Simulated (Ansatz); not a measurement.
# ZrF+ (triplet): the correlation ladder, def2-QZVPP

An exercise on one series of results from a longer session: the logs are not shown, and one member is left open.

Program: Ansatz 0.2.0, Gaussian basis. Level of theory: def2-QZVPP, core rule «outside noble gas», up to 5 orbitals frozen. These are calculated values, not measurements.

Plan: UHF; ROHF; CCSD(T) on UHF.

2 further runs of the same task are left out: 2 set aside as unsound or not needed. Runs told in other sessions of the task aren't counted.

**What is computed**

The geometry is a PBE0/def2-TZVP stationary point (not a proven minimum). No spin-orbit coupling is included. Elements past krypton take def2 core potentials.

2 atoms, charge 1, spin multiplicity 3.

Atoms are counted from 1 here; the program's logs count them from 0.

Bond lengths: Zr1–F2 1.817 Å.

Set-up of the first run:

in.yaml

```yaml
crystal:
  periodic: [false, false, false]
  atoms:
    - {symbol: Zr, position_ang: [0.000000, 0.000000, 0.000000]}
    - {symbol: F, position_ang: [0.000000, 0.000000, 1.817200]}
basis:
  gaussian: {orbitals: "def2-QZVPP.json"}
total_charge: 1
magnetization: {spin_polarized: true, initial_magnetization: 2}
hamiltonian: {xc: hf}
output: {orbitals: {seedname: orbitals}}
```

Launch:

```sh
$ ansatz run in.yaml --threads 1 --pin off --events-out ev --progress --plain --max-ram 2560MiB --backend cpu
```

Among the steps run: UHF; ROHF; CCSD(T) on UHF.

One table of the session follows, with a row left open; its other results are not shown here.

It belongs to the step «Misses and costs». 

```
  method  from UCCSD(T) (kcal/mol)
    ROHF                   +211.58
     UHF                   +209.05
    UMP2                         ?
   UCCSD                     +8.16
UCCSD(T)                         0
```

**Question.** Estimate the row for UMP2.

As computed: from UCCSD(T) (kcal/mol): +5.13. In the column «from UCCSD(T) (kcal/mol)» it lies between UCCSD(T) (0) and UCCSD (+8.16).
